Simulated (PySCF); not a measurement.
# C₄H₄F₃P: electronic excitations

What electronic excitations should C₄H₄F₃P (`FC(F)(F)CCC#P`) show?

Computed with PySCF 2.14.0, with density-fitted response routines of our own, on a single molecule in the gas phase. Atoms are numbered from 0 throughout.

## 1. The molecule as given

12 atoms, charge 0, multiplicity 1; geometry from: GFN2-xTB.

Bonds of the start (Å): F0–C1 1.34, C1–F2 1.34, C1–F3 1.34, C1–C4 1.51, C4–C5 1.54, C5–C6 1.45, C6–P7 1.55, C4–H8 1.09, C4–H9 1.09, C5–H10 1.10, C5–H11 1.10.

## 2. Excited states and response: CAM-B3LYP/def2-SVPD

The job: settings as JSON, then the geometry in Å.

```
{"job": {"kind": "uv", "xc": "CAM-B3LYP", "basis": "def2-SVPD", "nstates": 8, "ntriplets": 3}, "charge": 0, "multiplicity": 1}
F     -1.708624    -0.081155    -1.386406
C     -1.423929     0.607411    -0.269917
F     -1.883717     1.853204    -0.462666
F     -2.172526     0.072007     0.707063
C      0.053911     0.589664     0.058676
C      0.549832    -0.848682     0.271713
C      1.960992    -0.859244     0.582855
P      3.475999    -0.832244     0.912802
H      0.205510     1.185210     0.961151
H      0.587850     1.061589    -0.768565
H      0.368150    -1.436596    -0.635351
H     -0.012249    -1.311850     1.090875
```

Method: TDDFT CAM-B3LYP/def2-SVPD, vertical, gas phase, core orbitals frozen in the response.

Run with:

```bash
$ OMP_NUM_THREADS=1 python probes_run.py task.json out
```

The driver reads the jobs from task.json and runs them one after another.

Predict these results of the whole session: lowest singlet (CAM-B3LYP/def2-SVPD); brightest single state of those computed; lowest triplet.

The runs gave:

| quantity | value |
| --- | --- |
| lowest singlet (CAM-B3LYP/def2-SVPD) | 4.29 eV (289 nm), f = 0.000 |
| brightest single state of those computed | state 8, 7.57 eV, f = 0.973 |
| lowest triplet | 3.31 eV |

What this shows: The lowest singlet, at 4.29 eV, is HOMO→LUMO 0.64, HOMO−1→LUMO+1 0.35 and is dark; of the 8 states computed, the strongest absorption comes from state 8 at 7.57 eV (the last computed, so partners may be missing). The lowest triplet lies 0.98 eV below the lowest singlet (triplets in Tamm-Dancoff, singlets in full TDDFT).
